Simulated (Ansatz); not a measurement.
**C₂H₆FMoNO: small, medium and large basis sets**

The task here is to estimate one member of a computed series from the others.

Program: Ansatz 0.2.0, Gaussian basis. Level of theory: one geometry, several basis sets. These are calculated values, not measurements.

Levels to be run: PBE0-D4/def2-SVP; ωB97M-V/def2-SVP; PBE0-D4/def2-QZVPP; ωB97M-V/def2-QZVPP; the functionals' def2-TZVPP values are taken from earlier runs.

## Structure used throughout

All runs share one geometry, relaxed beforehand with PBE0-D4 in a triple-zeta def2 set. Mo takes the def2 core potential; no spin-orbit term is included.

SMILES `C[N]=[Mo]([CH3])(=[O])[F]`, 12 atoms, charge 0, spin multiplicity 1.

Atoms are counted from 1 here; the program's logs count them from 0.

Bond lengths: C1–N2 1.418 Å, C1–H7 1.095 Å, C1–H8 1.096 Å, C1–H9 1.095 Å, N2–Mo3 1.718 Å, Mo3–C4 2.104 Å, Mo3–O5 1.676 Å, Mo3–F6 1.865 Å, C4–H10 1.094 Å, C4–H11 1.091 Å, C4–H12 1.094 Å. Angles: N2–C1–H7 109.4°, N2–C1–H8 111.5°, N2–C1–H9 110.4°, H7–C1–H8 108.6°, H7–C1–H9 107.8°, H8–C1–H9 109.1°, C1–N2–Mo3 151.6°, N2–Mo3–C4 102.9°, N2–Mo3–O5 107.7°, N2–Mo3–F6 111.4°, C4–Mo3–O5 106.3°, C4–Mo3–F6 111.5°, O5–Mo3–F6 116.1°, Mo3–C4–H10 108.6°, Mo3–C4–H11 111.9°, Mo3–C4–H12 108.6°, H10–C4–H11 109.1°, H10–C4–H12 109.9° and more.

Set-up of the first run:

in.yaml

```yaml
crystal:
  periodic: [false, false, false]
  atoms:
    - {symbol: C, position_ang: [-0.989591, -0.747585, 1.841809]}
    - {symbol: N, position_ang: [-0.150688, -0.012191, 0.965732]}
    - {symbol: Mo, position_ang: [0.086851, 1.035235, -0.375117]}
    - {symbol: C, position_ang: [1.126055, -0.181067, -1.741958]}
    - {symbol: O, position_ang: [-1.413655, 1.335674, -1.057754]}
    - {symbol: F, position_ang: [1.086338, 2.535548, 0.101945]}
    - {symbol: H, position_ang: [-0.689492, -1.800634, 1.834725]}
    - {symbol: H, position_ang: [-2.040942, -0.682441, 1.538971]}
    - {symbol: H, position_ang: [-0.887690, -0.377847, 2.866954]}
    - {symbol: H, position_ang: [1.284154, 0.387140, -2.663936]}
    - {symbol: H, position_ang: [0.575450, -1.093611, -1.974409]}
    - {symbol: H, position_ang: [2.090112, -0.453525, -1.303061]}
basis:
  gaussian: {orbitals: def2-SVP}
hamiltonian: {xc: pbe0, dispersion: d4}
output: {orbitals: {seedname: orbitals}}
```

The run is started by

```sh
$ ansatz run in.yaml --threads 4 --pin off --events-out ev --progress --plain --max-ram 11315MiB
```

Steps of the session up to this table: PBE0-D4 in def2-SVP; ωB97M-V in def2-SVP; PBE0-D4 in def2-QZVPP; ωB97M-V in def2-QZVPP.

One of the session's tables, all rows but one given; the rest of the session is left out.

It belongs to the step «Functionals by basis». 

| functional | basis | HOMO (eV) | LUMO (eV) |
| --- | --- | --- | --- |
| PBE0-D4 | def2-SVP | -7.81 | -2.07 |
| PBE0-D4 | def2-TZVPP | -7.81 | -2.08 |
| PBE0-D4 | def2-QZVPP | -7.83 | -2.10 |
| ωB97M-V | def2-SVP | -10.05 | 0.05 |
| ωB97M-V | def2-TZVPP | -10.07 | 0.03 |
| ωB97M-V | def2-QZVPP | ? | ? |

Estimate the missing values for ωB97M-V, def2-QZVPP.

**Answer.** HOMO (eV): -10.08; LUMO (eV): -0.01. In the column «HOMO (eV)» it is the lowest.
